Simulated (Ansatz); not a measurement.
# Cl3GeH3Si: a ladder of functionals and wavefunction methods

An exercise on one series of results from a longer session: the logs are not shown, and one member is left open.

The runs use Ansatz 0.2.0, Gaussian basis; functionals in def2-TZVPP, the program's frozen cores in correlated methods.

Levels to be run: LDA (SPW92), PBE-D4, revPBE-D4, BLYP-D4, r2SCAN-D4, B97M-V, PBE0-D4, B3LYP-D4, r2SCANh-D4, r2SCAN0-D4, HSE06-D4, BHLYP-D4, CAM-B3LYP-D4, LC-ωPBE, ωB97X-V, ωB97M-V, B2PLYP, PBE-QIDH; CCSD(T)/def2-SVP; CCSD(T)/def2-TZVPP; MP2/def2-QZVPP; extrapolation to the limit; RPA on PBE.

### The geometry

The geometry comes from an earlier relaxation with PBE0-D4 in a triple-zeta def2 set; it is a stationary point, not always the lowest conformer.

8 atoms, charge 0, spin multiplicity 1.

Atoms are counted from 1 here; the program's logs count them from 0.

Bond lengths: Cl1–Si2 2.043 Å, Si2–Cl3 2.043 Å, Si2–Cl4 2.043 Å, Si2–Ge5 2.371 Å, Ge5–H6 1.534 Å, Ge5–H7 1.534 Å, Ge5–H8 1.534 Å. Angles: Cl1–Si2–Cl3 108.2°, Cl1–Si2–Cl4 108.2°, Cl1–Si2–Ge5 110.8°, Cl3–Si2–Cl4 108.2°, Cl3–Si2–Ge5 110.7°, Cl4–Si2–Ge5 110.8°, Si2–Ge5–H6 108.8°, Si2–Ge5–H7 108.7°, Si2–Ge5–H8 108.8°, H6–Ge5–H7 110.2°, H6–Ge5–H8 110.2°, H7–Ge5–H8 110.2°.

Set-up of the first run:

File in.yaml:

```yaml
crystal:
  periodic: [false, false, false]
  atoms:
    - {symbol: Cl, position_ang: [-1.199353, -2.142695, 0.966586]}
    - {symbol: Si, position_ang: [0.265250, -1.076220, 0.022528]}
    - {symbol: Cl, position_ang: [2.018977, -1.375811, 1.026765]}
    - {symbol: Cl, position_ang: [0.478315, -1.822044, -1.867469]}
    - {symbol: Ge, position_ang: [-0.282471, 1.230172, -0.041093]}
    - {symbol: H, position_ang: [-0.430263, 1.741718, 1.397268]}
    - {symbol: H, position_ang: [0.844293, 1.984634, -0.757760]}
    - {symbol: H, position_ang: [-1.602648, 1.403048, -0.802427]}
basis:
  gaussian: {orbitals: def2-TZVPP}
hamiltonian: {xc: lda}
output: {orbitals: {seedname: orbitals}}
```

Among the steps run: LDA; PBE-D4 (GGA); revPBE-D4 (GGA); BLYP-D4 (GGA); r2SCAN-D4 (meta-GGA); B97M-V (meta-GGA); PBE0-D4 (hybrid); B3LYP-D4 (hybrid); r2SCANh-D4 (hybrid); r2SCAN0-D4 (hybrid); HSE06-D4 (hybrid); BHLYP-D4 (hybrid); CAM-B3LYP-D4 (range-separated); LC-ωPBE-D4 (range-separated; the results give it without D4); ωB97X-V (range-separated); ωB97M-V (range-separated); B2PLYP (double hybrid); PBE-QIDH (double hybrid).

One table of the session follows, with a row left open; its other results are not shown here.

It belongs to the step «Frontier levels by functional». 

```
  functional  HOMO (eV)  gap (eV)
 LDA (SPW92)      -7.44      5.87
      PBE-D4      -7.32      6.01
   revPBE-D4      -7.26      6.07
     BLYP-D4      -7.18      5.95
   r2SCAN-D4      -7.63      6.68
      B97M-V      -7.72      6.78
     PBE0-D4      -8.49      8.14
    B3LYP-D4      -8.28      7.65
  r2SCANh-D4          ?         ?
  r2SCAN0-D4      -8.68      8.51
    HSE06-D4      -8.10      7.37
    BHLYP-D4      -9.55     10.22
CAM-B3LYP-D4      -9.75     10.45
     LC-ωPBE     -11.04     12.94
     ωB97X-V     -10.72     12.52
     ωB97M-V     -10.49     12.04
```

Estimate the missing values for r2SCANh-D4.

Worked estimate for «HOMO (eV)». Against the share of exact exchange, r2SCAN-D4 (0, -7.63), r2SCAN0-D4 (0.25, -8.68) give a slope of -4.20 per unit share; at 0.1 the line stands at -8.05.

**Answer.** HOMO (eV): -8.05; gap (eV): 7.42. In «HOMO (eV)» the line misses by 0.00.
